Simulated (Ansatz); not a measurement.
# Ge: the cost of one run

All numbers are computed with Ansatz 0.2.0, driven from Python. The levels of theory stand in the script.

## (1) Starting point

The structure is orthorhombic, space group Fmmm (No. 69). The conventional cell has a = 5.261 Å, b = 5.771 Å, c = 10.231 Å, α = 90.00°, β = 90.00°, γ = 90.00°. Ge (site symmetry mm2) is surrounded by 6 Ge at 2.71 to 2.96 Å. Around Ge (site symmetry m2m) lie 5 Ge at 2.61 to 2.73 Å.

The script holds or builds the structure itself.

## (2) The script

Input file ge_xc.py:

```python
'''One structure of Ge under several functionals.'''

from dataclasses import dataclass

import ansatz as az
import pandas as pd


@dataclass(frozen=True)
class Settings:
    cutoff_ev: int = 470
    kgrid: tuple[int, ...] = (6, 6, 6)
    filling: str = 'gaussian'
    sigma: float = 0.15


opts = Settings()

lattice = az.Lattice.of(
    (0.0, 2.88574, 5.115665),
    (2.630497, 0.0, 5.115665),
    (2.630497, 2.88574, 0.0),
)
sites = [
    ('Ge', (0.781867, 0.781867, 0.218133)),
    ('Ge', (0.218133, 0.218133, 0.781867)),
    ('Ge', (0.27351, 0.72649, 0.27351)),
    ('Ge', (0.72649, 0.27351, 0.72649)),
]
crystal = az.Crystal(lattice=lattice)
for symbol, position in sites:
    crystal = crystal.atom(symbol, position)

job = (
    crystal.calculation()
    .basis(opts.cutoff_ev)
    .kpoints(*opts.kgrid)
    .occupations(opts.filling, width=opts.sigma)
    .stress()
)

rows = []
for value in ['lda', 'blyp', 'pbesol']:
    summary = job.functional(value).run(threads=1, backend='cpu').report
    rows.append((value, summary['free_energy_ev'] / len(summary['lattice']['sites']), summary['n_iterations'], sum(summary['stress_gpa'][i][i] for i in range(3)) / 3, summary['n_kpoints']))

table = pd.DataFrame(rows, columns=['functional', 'F/atom (eV)', 'iterations', 'P (GPa)', 'k-points'])
print(table.round(5).to_string(index=False))
```

## (3) The input behind the calls

The engine receives this input (first run):

```yaml
crystal:
  lattice:
    - [0.0, 2.88574, 5.115665]
    - [2.630497, 0.0, 5.115665]
    - [2.630497, 2.88574, 0.0]
  atoms:
    - { symbol: Ge, position: [0.781867, 0.781867, 0.218133] }
    - { symbol: Ge, position: [0.218133, 0.218133, 0.781867] }
    - { symbol: Ge, position: [0.27351, 0.72649, 0.27351] }
    - { symbol: Ge, position: [0.72649, 0.27351, 0.72649] }
basis:
  ecutwfc: 470.0
kpoints:
  mp_grid:
    grid: [6, 6, 6]
hamiltonian:
  xc: lda
scf:
  occupations:
    method: gaussian
    width: 0.15
output:
  stress: true
```

## (4) The run

The run is started by

```bash
> python ge_xc.py
```

**Question.** How long does this script take on 1 thread of Arm Neoverse V2, shared host, and how much memory does it need?

About 22 s, with a peak of 0.51 GiB.
